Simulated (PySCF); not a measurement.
**RuF4⁻ (quartet) with other numerical set-ups**

Aim: see how much the energy and properties of RuF4⁻ (quartet) depend on the numerical set-up.

Computed with PySCF 2.14.0. Level: each script names its method and basis.

2 further runs of the same task are left out: 1 for a known fault of the program, 1 that didn't finish.

### Step 1. The system as given

RuF4⁻ (quartet): 5 atoms, charge -1, spin multiplicity 4.

Bond lengths: Ru1–F2 1.931 Å, Ru1–F3 1.931 Å, Ru1–F4 1.931 Å, Ru1–F5 1.931 Å. Angles: F2–Ru1–F3 170.6°, F2–Ru1–F4 90.4°, F2–Ru1–F5 90.4°, F3–Ru1–F4 90.4°, F3–Ru1–F5 90.4°, F4–Ru1–F5 170.6°.

As a file:

```
Ru    0.0000    0.0000    0.0000
F     1.9246    0.0001    0.1584
F    -1.9246   -0.0001    0.1584
F    -0.0001    1.9246   -0.1583
F     0.0001   -1.9245   -0.1586
```

### Step 2. The run that the others are compared with

input.py reads:

```python
from pyscf import gto, scf, mp

mol = gto.M(
    atom='Ru 0 0 0; F 1.9246 0.0001 0.1584; F -1.9246 -0.0001 0.1584; F -0.0001 1.9246 -0.1583; F 0.0001 -1.9245 -0.1586',
    basis='def2-svp',
    ecp={'Ru': 'def2-svp'},
    charge=-1,
    spin=3,
    verbose=3,
)
mf = scf.UHF(mol)
mf = mf.newton()
mf.kernel()
mp.MP2(mf, frozen=4).kernel()
mf.dip_moment()
print('orbital energies (hartree):', [e[max(0, n-3):n+3].round(4) for e, n in zip(mf.mo_energy, mol.nelec)])
```

Started as:

```sh
OMP_NUM_THREADS=1 python input.py
```

The log of this run is left out.

It gives: E(SCF) = -491.679782 Eh, E(MP2) − E(SCF) = -1.07142 Eh, ⟨S²⟩ = 3.765.

The dipole of an ion depends on the origin. No search for the lowest state was made; open d or f shells can end in a higher solution. The quartet is typed in the script; nothing here shows that it is the ground state.

### Step 3. Cartesian functions on

Run 1 changes Cartesian functions: off → on.

Edit input.py of step 2 so:

```diff
@@ -8,2 +8,3 @@
     spin=3,
+    cart=True,
     verbose=3,
```

Started as:

```sh
OMP_NUM_THREADS=1 python input.py
```

Output:

```text
WARN: HOMO -0.615114474039101 >= LUMO -0.637295544658008

converged SCF energy = -491.686741014877  <S^2> = 3.7647171  2S+1 = 4.0073518
E(UMP2) = -492.798358585231  E_corr = -1.11161757035373
E(SCS-UMP2) = -492.735816115203  E_corr = -1.04907510032624

WARN: System has nonzero charge -1; the dipole moment is origin-dependent.
Location of origin: [0. 0. 0.]

Dipole moment(X, Y, Z, Debye):  0.00000, -0.00056,  0.03746
orbital energies (hartree): [array([-0.3385, -0.324 , -0.297 ,  0.2381,  0.2454,  0.3004]), array([-0.3677, -0.3573, -0.2463,  0.2019,  0.2487,  0.2616])]
```

Wall time 7.7 s (1 thread of Arm Neoverse N1, shared host); peak memory 0.31 GiB.

This run: E(SCF) = -491.686741 Eh (-0.1894 eV from the base), E(MP2) − E(SCF) = -1.11162 Eh, ⟨S²⟩ = 3.765.

### Step 4. Lanl2dz

Run 2 changes basis set: def2-svp → lanl2dz. The core potential changes with it: totals don't compare.

Edit input.py of step 2 so:

```diff
@@ -4,4 +4,4 @@
     atom='Ru 0 0 0; F 1.9246 0.0001 0.1584; F -1.9246 -0.0001 0.1584; F -0.0001 1.9246 -0.1583; F 0.0001 -1.9245 -0.1586',
-    basis='def2-svp',
-    ecp={'Ru': 'def2-svp'},
+    basis='lanl2dz',
+    ecp={'Ru': 'lanl2dz'},
     charge=-1,
```

Started as:

```sh
OMP_NUM_THREADS=1 python input.py
```

Output:

```text
WARN: HOMO 0.158687707238387 >= LUMO 0.0710526019216351

converged SCF energy = -490.945068502381  <S^2> = 3.7673158  2S+1 = 4.0086486
E(UMP2) = -491.553927356721  E_corr = -0.608858854340209
E(SCS-UMP2) = -491.520008609475  E_corr = -0.574940107094287

WARN: System has nonzero charge -1; the dipole moment is origin-dependent.
Location of origin: [0. 0. 0.]

Dipole moment(X, Y, Z, Debye):  0.00012, -0.04665, -0.00290
orbital energies (hartree): [array([-0.3725, -0.3679, -0.2516,  0.0933,  0.1807,  0.2131]), array([-0.3795, -0.376 , -0.3022,  0.1699,  0.1812,  0.2023])]
```

Run time: 5 s. Hardware: 1 thread of Arm Neoverse N1, shared host.

Outcome: E(SCF) = -490.945069 Eh, E(MP2) − E(SCF) = -0.60886 Eh, ⟨S²⟩ = 3.767.

### Step 5. Side by side

| run | E(SCF) (hartree) | from base (eV) | functions | after the SCF |
| --- | --- | --- | --- | --- |
| base | -491.679782 | 0 | 87 | MP2 correlation -29.155 eV, core frozen |
| Cartesian functions on | -491.686741 | -0.1894 | n/a | MP2 correlation -30.249 eV, core frozen |
| lanl2dz | -490.945069 | not comparable | 58 | MP2 correlation -16.568 eV, core frozen |

Wall time on 1 thread of Arm Neoverse N1, shared host, start-up included: base 5.9 s; Cartesian functions on 7.7 s; lanl2dz 5 s.

In words: Total energies from different bases, Hamiltonians or methods carry different errors, so properties are taken as differences within one set-up.
